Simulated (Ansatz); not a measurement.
# GaO−: geometry and frequencies at several levels

One table from this session's results is given with a row withheld; the runs are named, their logs left out.

Computed with Ansatz 0.2.0 (the levels named in each step, unless a step's input says otherwise).

**Starting point**

Bond lengths: O1–Ga2 1.655 Å.

Structure file:

```xyz
2

O     0.0000    0.0000    0.0000
Ga    0.0000    0.0000    1.6551
```

Set-up of the first run:

Contents of input.yaml:

```yaml
crystal:
  periodic: [false, false, false]
  atoms:
    - { symbol: O, position_ang: [0.0, 0.0, -0.02850648] }
    - { symbol: Ga, position_ang: [0.0, 0.0, 1.68357648] }
total_charge: -1
basis:
  gaussian: { orbitals: def2-TZVPPD.json }
hamiltonian:
  xc: pbe0
  dispersion: d4
phonons: {}
```

Launch:

```
ansatz run input.yaml --threads 2 --pin off --max-ram 5120MiB --backend cpu --events-out ev --progress --plain --runs-dir out
```

Steps of the session up to this table: Frequencies, PBE0-D4/def2-TZVPPD; Relaxation, PBE-D4/def2-TZVPPD; Frequencies, PBE-D4/def2-TZVPPD; Relaxation, r2SCAN-D4/def2-TZVPPD; Frequencies, r2SCAN-D4/def2-TZVPPD; Relaxation, B3LYP-D4/def2-TZVPPD; Frequencies, B3LYP-D4/def2-TZVPPD; Relaxation, B2PLYP/def2-TZVPPD; Frequencies, B2PLYP/def2-TZVPPD.

One of the session's tables, all rows but one given; the rest of the session is left out.

It belongs to the step «Geometries side by side». 

| level | O1–Ga2 (Å) | rotational constants (MHz) | highest frequency (cm⁻¹) |
| --- | --- | --- | --- |
| PBE0-D4/def2-TZVPPD | 1.7121 | 13281 | 820 |
| PBE-D4/def2-TZVPPD | ? | ? | ? |
| r2SCAN-D4/def2-TZVPPD | 1.7153 | 13231 | 810 |
| B3LYP-D4/def2-TZVPPD | 1.7245 | 13090 | 796 |
| B2PLYP/def2-TZVPPD | 1.7336 | 12954 | 770 |

**Question.** Estimate the row for PBE-D4/def2-TZVPPD.

The run gave: O1–Ga2 (Å): 1.7372; rotational constants (MHz): 12900; highest frequency (cm⁻¹): 762. In the column «O1–Ga2 (Å)» it is the highest.
